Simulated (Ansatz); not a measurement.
# Li2V: the cost of one run

Computed with Ansatz 0.2.0 (DFT PBE, scalar-relativistic, plane waves, PAW, unless a step's input says otherwise).

### Step 1. The system as given

The structure is tetragonal, space group I4/mmm (No. 139). Conventional cell: a = 3.626 Å, b = 3.626 Å, c = 5.948 Å, α = 90.00°, β = 90.00°, γ = 90.00°. Around Li (site symmetry 4mm) lie 1 Li at 1.11 Å. Around V (site symmetry 4/mmm) lie 10 Li at 2.42 to 2.62 Å.

Coordinates:

```cif
data_structure
_symmetry_space_group_name_H-M 'P 1'
_symmetry_Int_Tables_number 1
_cell_length_a 3.9268
_cell_length_b 3.9268
_cell_length_c 3.9268
_cell_angle_alpha 124.999
_cell_angle_beta 124.999
_cell_angle_gamma 81.541
_cell_volume 39.11
loop_
_atom_site_label
_atom_site_type_symbol
_atom_site_fract_x
_atom_site_fract_y
_atom_site_fract_z
_atom_site_occupancy
Li1 Li 0.59300 0.59300 0.00000 1
Li2 Li 0.40700 0.40700 0.00000 1
V1 V 0.00000 0.00000 0.00000 1
```

This is candidate A: CaC2 type (I4/mmm, No. 139).

(A quick probe on a coarse mesh, which set the mesh and smearing, is not shown.)

### Step 3. Rough relaxation on the coarse mesh (candidate A)

The input, input.yaml:

```yaml
crystal:
  lattice:
    - [-1.8132495684, 1.8132495684, 2.9739157446]
    - [1.8132495684, -1.8132495684, 2.9739157446]
    - [1.8132495684, 1.8132495684, -2.9739157446]
  atoms:
    - { symbol: Li, position: [0.593, 0.593, 0.0] }
    - { symbol: Li, position: [0.407, 0.407, 0.0] }
    - { symbol: V, position: [0.0, 0.0, 0.0], spin: 2.4 }
basis:
  ecutwfc: 420
kpoints:
  mp_grid: { grid: [6, 6, 6] }
hamiltonian:
  xc: pbe
scf:
  occupations: { method: gaussian, width: 0.1 }
  lower_state_search: "off"
output:
  forces: true
  stress: true
  eigenvalues: true
  populations: true
magnetization:
  spin_polarized: true
relax:
  adjacent_minimum: "off"
  f_tol: 0.04
  max_steps: 70
  cell: { stress_tol: 0.4 }
```

Command:

```console
$ ansatz run input.yaml --threads 1 --pin off --max-ram 2560MiB --backend cpu --events-out ev --progress --plain --runs-dir out
```

What time and memory should one allow on 1 thread of Arm Neoverse V2, shared host?

About 2.6 min, with a peak of 0.47 GiB.
